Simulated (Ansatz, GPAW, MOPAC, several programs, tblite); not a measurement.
**Many methods on one cell: PtOSe (Janus 2H monolayer)**

A free-standing Janus 2H monolayer of PtOSe, relaxed with r2SCAN in Ansatz, was computed with several methods. The sheet's in-plane cell has a = 3.906 Å, b = 3.906 Å (γ = 120.0°), and its outermost atoms lie 1.81 Å apart along the normal. Around Pt lie 3 Se at 2.41 Å and 3 O at 2.45 Å; around O lie 1 Se at 1.81 Å and 3 Pt at 2.45 Å; around Se lie 1 O at 1.81 Å and 3 Pt at 2.41 Å. Spin-unpolarised throughout. Whether this structure exists isn't addressed.

```
CELL_PARAMETERS angstrom
3.90647 0.00000 0.00000
-1.95324 3.38310 0.00000
0.00000 0.00000 29.70598
ATOMIC_POSITIONS crystal
Pt 0.33333 0.66667 0.30178
O 0.66667 0.33333 0.33403
Se 0.66667 0.33333 0.27310
```
Two periodic directions, a and b.

Gaps and times are for a single point on this cell. Times are rough, from shared hosts (Arm Neoverse V2), and each method has its own mesh and cell size. A dagger marks a closed or tiny gap in a crystal that DFT finds insulating: a failure of the method or a wrong SCF state. PM7 (MOPAC) and PM6 (MOPAC): levels, charges or heat of formation failed a check of plausibility, so no values are given. PM6 (MOPAC), PM7 (MOPAC), GFN1-xTB (tblite), GFN2-xTB (tblite) treat a cluster of cells at its zone centre, which samples few k points: where these miss a band edge, the gap comes out too large for that reason alone. Gaps from k meshes are read at a limited set of points (mesh, symmetry points, PBE's band edges), so each method's own least gap may be somewhat smaller. xTB and the PM methods were fitted mostly to molecules, and can miss a solid's gap by electronvolts. Minimal bases can be far off for gaps. GLLB-SC's gap includes the derivative discontinuity. d marks a direct gap, i an indirect one (no mark: not told apart), a dash a value that wasn't computed or didn't pass its checks.

```
                              method              kind  gap (eV)  atoms computed  processor time
                         PM7 (MOPAC)    semi-empirical         –              27          0.47 s
                   GFN1-xTB (tblite)     tight binding     0.00†              27          0.69 s
                   GFN2-xTB (tblite)     tight binding      0.64              27          0.84 s
                         PM6 (MOPAC)    semi-empirical         –              27           1.5 s
light PBE (260 eV and a coarse mesh)  light plane-wave    1.27 i               3           4.6 s
              PBE/single zeta (GPAW)       small basis    1.06 i               3           7.6 s
                                 PBE         semilocal    1.29 i               3            22 s
                              r2SCAN         semilocal    1.35 i               3            51 s
                      GLLB-SC (GPAW)   model potential         –               3           100 s
```

Against r2SCAN (1.35 eV) and with closed or daggered gaps left aside, the nearest gap at the points sampled is that of PBE (-0.06 eV) and the farthest that of GFN2-xTB (tblite) (-0.71 eV). r2SCAN is only a yardstick of convenience: semilocal gaps usually lie below measured ones, which GLLB-SC and hybrids aim to mend.

No spin-orbit coupling is included; it can move band edges with weight on the heavy atoms by tenths of an eV.
